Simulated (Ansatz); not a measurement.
# FGeH8N3Si: up Jacob's ladder to CCSD(T)

One table from this session's results is given with a row withheld; the runs are named, their logs left out.

Computed with Ansatz 0.2.0, Gaussian basis. Level: functionals in def2-TZVPP, the program's frozen cores in correlated methods.

Plan: PBE-D4, r2SCAN-D4, PBE0-D4, B3LYP-D4, ωB97X-V, ωB97M-V, B2PLYP; CCSD(T)/def2-TZVPP; MP2/def2-QZVPP; extrapolation to the limit.

### Structure used throughout

All runs share one geometry, relaxed beforehand with PBE0-D4 in a triple-zeta def2 set.

SMILES `[NH2][GeH2][NH][SiH](N)F`, 14 atoms, charge 0, spin multiplicity 1.

Atoms are counted from 1 here; the program's logs count them from 0.

Bond lengths: N1–Ge2 1.848 Å, N1–H7 1.011 Å, N1–H8 1.011 Å, Ge2–N3 1.833 Å, Ge2–H9 1.544 Å, Ge2–H10 1.535 Å, N3–Si4 1.704 Å, N3–H11 1.008 Å, Si4–N5 1.690 Å, Si4–F6 1.604 Å, Si4–H12 1.483 Å, N5–H13 1.010 Å, N5–H14 1.004 Å. Angles: Ge2–N1–H7 114.2°, Ge2–N1–H8 113.8°, H7–N1–H8 108.4°, N1–Ge2–N3 106.6°, N1–Ge2–H9 114.2°, N1–Ge2–H10 105.5°, N3–Ge2–H9 105.6°, N3–Ge2–H10 113.0°, H9–Ge2–H10 112.0°, Ge2–N3–Si4 126.5°, Ge2–N3–H11 115.2°, Si4–N3–H11 118.4°, N3–Si4–N5 106.3°, N3–Si4–F6 114.3°, N3–Si4–H12 108.7°, N5–Si4–F6 106.8°, N5–Si4–H12 118.4°, F6–Si4–H12 102.7° and more.

Geometry (Å):

```csv
atom,x (Å),y (Å),z (Å)
N1,-0.5529,0.1178,-1.9417
Ge2,-0.0606,1.4030,-0.7081
N3,-0.4467,0.7155,0.9471
Si4,0.1851,-0.7157,1.6217
N5,0.7255,-1.6529,0.3237
F6,1.4458,-0.4908,2.5876
H7,-1.5511,0.0408,-2.0853
H8,-0.1073,0.2247,-2.8433
H9,-0.8645,2.7167,-0.8096
H10,1.4415,1.6289,-0.9278
H11,-1.1078,1.2493,1.4895
H12,-0.8272,-1.2961,2.5368
H13,0.3143,-1.5544,-0.5938
H14,1.4059,-2.3867,0.4031
```

Set-up of the first run:

in.yaml

```yaml
crystal:
  periodic: [false, false, false]
  atoms:
    - {symbol: N, position_ang: [-0.552944, 0.117840, -1.941651]}
    - {symbol: Ge, position_ang: [-0.060618, 1.402968, -0.708090]}
    - {symbol: N, position_ang: [-0.446702, 0.715477, 0.947072]}
    - {symbol: Si, position_ang: [0.185056, -0.715735, 1.621748]}
    - {symbol: N, position_ang: [0.725495, -1.652923, 0.323684]}
    - {symbol: F, position_ang: [1.445848, -0.490849, 2.587590]}
    - {symbol: H, position_ang: [-1.551055, 0.040821, -2.085298]}
    - {symbol: H, position_ang: [-0.107266, 0.224686, -2.843261]}
    - {symbol: H, position_ang: [-0.864494, 2.716709, -0.809587]}
    - {symbol: H, position_ang: [1.441507, 1.628909, -0.927771]}
    - {symbol: H, position_ang: [-1.107799, 1.249278, 1.489502]}
    - {symbol: H, position_ang: [-0.827235, -1.296138, 2.536774]}
    - {symbol: H, position_ang: [0.314323, -1.554368, -0.593792]}
    - {symbol: H, position_ang: [1.405892, -2.386667, 0.403068]}
basis:
  gaussian: {orbitals: def2-TZVPP}
hamiltonian: {xc: pbe, dispersion: d4}
output: {forces: true, orbitals: {seedname: orbitals}}
```

The run is started by

```bash
$ ansatz run in.yaml --threads 2 --pin off --events-out ev --progress --plain --max-ram 20480MiB --backend cuda --devices 0, --max-vram 18GiB
```

Among the steps run: PBE-D4 (GGA); r2SCAN-D4 (meta-GGA); PBE0-D4 (hybrid); B3LYP-D4 (hybrid); ωB97X-V (range-separated); ωB97M-V (range-separated); B2PLYP (double hybrid); CCSD(T) in def2-TZVPP; MP2 in def2-QZVPP.

One of the session's tables, all rows but one given; the rest of the session is left out.

It belongs to the step «Atomisation energies». 

```
            method  atomisation energy (eV)
            PBE-D4                   50.637
         r2SCAN-D4                   49.832
           PBE0-D4                   49.653
          B3LYP-D4                   50.183
           ωB97X-V                   50.523
           ωB97M-V                        ?
            B2PLYP                   49.575
     HF/def2-TZVPP                   34.413
    MP2/def2-TZVPP                   49.406
   CCSD/def2-TZVPP                   47.998
CCSD(T)/def2-TZVPP                   48.760
           MP2/CBS                   51.019
       CCSD(T)/CBS                   50.374
```

Q: Estimate the row for ωB97M-V from the others.

The run gave: atomisation energy (eV): 50.289. In the column «atomisation energy (eV)» it lies between B3LYP-D4 (50.183) and CCSD(T)/CBS (50.374).
